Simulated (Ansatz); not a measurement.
Run this with Ansatz 0.2.0 through its Python package and show what comes out.

The script reads `algeh3o2.xyz`:
```text
7

O    -1.61010    0.88960   -0.07340
Ge    0.00930    0.69430    0.50520
O     0.13950   -0.96890    1.16560
Al    1.20950   -1.25400   -0.34680
H    -1.61520    0.69710   -1.06510
H     0.50160    1.73140    1.56620
H     1.42670   -1.85760   -1.79750
```

`algeh3o2.py`
```python
"""Potential curve of AlGeH3O2 along one bond."""

import warnings

import ansatz as az
import numpy as np

warnings.simplefilter("ignore", az.DeckWarning)

mol = az.Crystal.molecule_from_extxyz("algeh3o2.xyz")

symbols = [site.symbol for site in mol.cartesian_sites]
start = np.array([site.position_ang for site in mol.cartesian_sites])
axis = (start[0] - start[1]) / np.linalg.norm(start[0] - start[1])
moving = [0, 4]
lengths, energies = [1.523, 1.592, 1.661, 1.731, 1.8, 1.869, 1.938, 2.042], []
for length in lengths:
    xyz = start.copy()
    xyz[moving] += (length - np.linalg.norm(start[0] - start[1])) * axis
    point = az.Crystal.molecule()
    for symbol, place in zip(symbols, xyz):
        point = point.atom(symbol, place.tolist())
    base = point.calculation()
    base = base.basis(gaussian="def2-SVP").functional("pbe0")
    base = base.accuracy("medium")
    summary = base.run(threads=1, backend="cpu").report
    energies.append(summary["free_energy_ev"])
    print(f"r = {length:6.3f} A  E = {energies[-1]:.5f} eV  <S^2> = {abs(summary['mean_field']['state']['spin_squared']):.3f}")

# quartic fit about the minimum
fit = np.polynomial.Polynomial.fit(lengths, np.array(energies) - min(energies), 4).convert()
roots = [r.real for r in fit.deriv().roots() if abs(r.imag) < 1e-9 and fit.deriv(2)(r.real) > 0]
r_e = min(roots, key=lambda r: abs(r - lengths[int(np.argmin(energies))]))
print(f"minimum of the fit at {r_e:.4f} A, force constant {fit.deriv(2)(r_e):.2f} eV/A^2")
```

```console
$ python algeh3o2.py
r =  1.523 A  E = -67229.30576 eV  <S^2> = 0.000
r =  1.592 A  E = -67230.06681 eV  <S^2> = 0.000
r =  1.661 A  E = -67230.50540 eV  <S^2> = 0.000
r =  1.731 A  E = -67230.71626 eV  <S^2> = 0.000
r =  1.800 A  E = -67230.76146 eV  <S^2> = 0.000
r =  1.869 A  E = -67230.69410 eV  <S^2> = 0.000
r =  1.938 A  E = -67230.54935 eV  <S^2> = 0.000
r =  2.042 A  E = -67230.23954 eV  <S^2> = 0.000
minimum of the fit at 1.7879 A, force constant 24.69 eV/A^2
```

The settings weren't tested for convergence. The rest of the molecule is held rigid at a force-field or estimated start geometry, and the basis set is modest; single-reference methods fail as a bond breaks. The orbitals are restricted, so S² is zero by construction. Wall time of the script: 30 s on 1 thread of Arm Neoverse V1, with other jobs on the host, peak memory 0.26 GiB.
